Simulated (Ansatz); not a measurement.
**C₂H₅IOSi: one species, many methods**

One table from this session's results is given with a row withheld; the runs are named, their logs left out.

Computed with Ansatz 0.2.0, Gaussian basis. Level: functionals in def2-TZVPP, the program's frozen cores in correlated methods.

The runs, in order: PBE-D4, r2SCAN-D4, PBE0-D4, B3LYP-D4, ωB97X-V, ωB97M-V, B2PLYP; CCSD(T)/def2-TZVPP; MP2/def2-QZVPP; extrapolation to the limit.

## Structure used throughout

An earlier PBE0-D4 in a triple-zeta def2 set relaxation fixed the geometry. I takes the def2 core potential; no spin-orbit term is included.

SMILES `OC1(I)C[SiH2]1`, 10 atoms, charge 0, spin multiplicity 1.

Atoms are counted from 1 here; the program's logs count them from 0.

Bond lengths: O1–C2 1.368 Å, O1–H6 0.966 Å, C2–I3 2.175 Å, C2–C4 1.532 Å, C2–Si5 1.853 Å, C4–Si5 1.866 Å, C4–H7 1.088 Å, C4–H8 1.084 Å, Si5–H9 1.477 Å, Si5–H10 1.474 Å. Angles: C2–O1–H6 108.8°, O1–C2–I3 113.8°, O1–C2–C4 118.3°, O1–C2–Si5 121.9°, I3–C2–C4 112.5°, I3–C2–Si5 115.8°, C4–C2–Si5 66.1°, C2–C4–Si5 65.2°, C2–C4–H7 113.2°, C2–C4–H8 118.4°, Si5–C4–H7 116.2°, Si5–C4–H8 121.7°, H7–C4–H8 113.6°, C2–Si5–C4 48.6°, C2–Si5–H9 118.3°, C2–Si5–H10 119.2°, C4–Si5–H9 117.4°, C4–Si5–H10 120.5° and more.

Geometry (Å):

```xyz
10
C2H5IOSi
O    -0.7366    0.7645    1.4718
C     0.1816    0.3585    0.5432
I     2.2453    0.6760    1.1539
C    -0.0261   -0.9977   -0.1380
Si   -0.1498    0.4761   -1.2766
H    -0.7338    0.1381    2.2073
H    -0.9661   -1.4746    0.1336
H     0.8107   -1.6848   -0.1846
H    -1.5000    0.8815   -1.7179
H     0.9579    0.8111   -2.1898
```

Set-up of the first run:

Input file in.yaml:

```yaml
crystal:
  periodic: [false, false, false]
  atoms:
    - {symbol: O, position_ang: [-0.736601, 0.764485, 1.471820]}
    - {symbol: C, position_ang: [0.181621, 0.358485, 0.543243]}
    - {symbol: I, position_ang: [2.245260, 0.676035, 1.153942]}
    - {symbol: C, position_ang: [-0.026141, -0.997691, -0.138040]}
    - {symbol: Si, position_ang: [-0.149838, 0.476110, -1.276573]}
    - {symbol: H, position_ang: [-0.733769, 0.138122, 2.207308]}
    - {symbol: H, position_ang: [-0.966103, -1.474612, 0.133643]}
    - {symbol: H, position_ang: [0.810677, -1.684763, -0.184625]}
    - {symbol: H, position_ang: [-1.499994, 0.881485, -1.717884]}
    - {symbol: H, position_ang: [0.957888, 0.811142, -2.189833]}
basis:
  gaussian: {orbitals: def2-TZVPP}
hamiltonian: {xc: pbe, dispersion: d4}
output: {forces: true, orbitals: {seedname: orbitals}}
```

Command:

```bash
$ ansatz run in.yaml --threads 4 --pin off --events-out ev --progress --plain --max-ram 10444MiB
```

Steps of the session up to this table: PBE-D4 (GGA); r2SCAN-D4 (meta-GGA); PBE0-D4 (hybrid); B3LYP-D4 (hybrid); ωB97X-V (range-separated); ωB97M-V (range-separated); B2PLYP (double hybrid); CCSD(T) in def2-TZVPP; MP2 in def2-QZVPP.

One of the session's tables, all rows but one given; the rest of the session is left out.

| method | atomisation energy (kJ/mol) |
| --- | --- |
| PBE-D4 | 3525.6 |
| r2SCAN-D4 | 3446.9 |
| PBE0-D4 | 3445.2 |
| B3LYP-D4 | 3412.9 |
| ωB97X-V | 3435.3 |
| ωB97M-V | 3429.3 |
| B2PLYP | 3374.4 |
| HF/def2-TZVPP | ? |
| MP2/def2-TZVPP | 3410.3 |
| CCSD/def2-TZVPP | 3258.2 |
| CCSD(T)/def2-TZVPP | 3328.4 |
| MP2/CBS | 3519.9 |
| CCSD(T)/CBS | 3438.0 |

Estimate the missing values for HF/def2-TZVPP.

**Answer.** atomisation energy (kJ/mol): 2357.5. In the column «atomisation energy (kJ/mol)» it is the lowest.
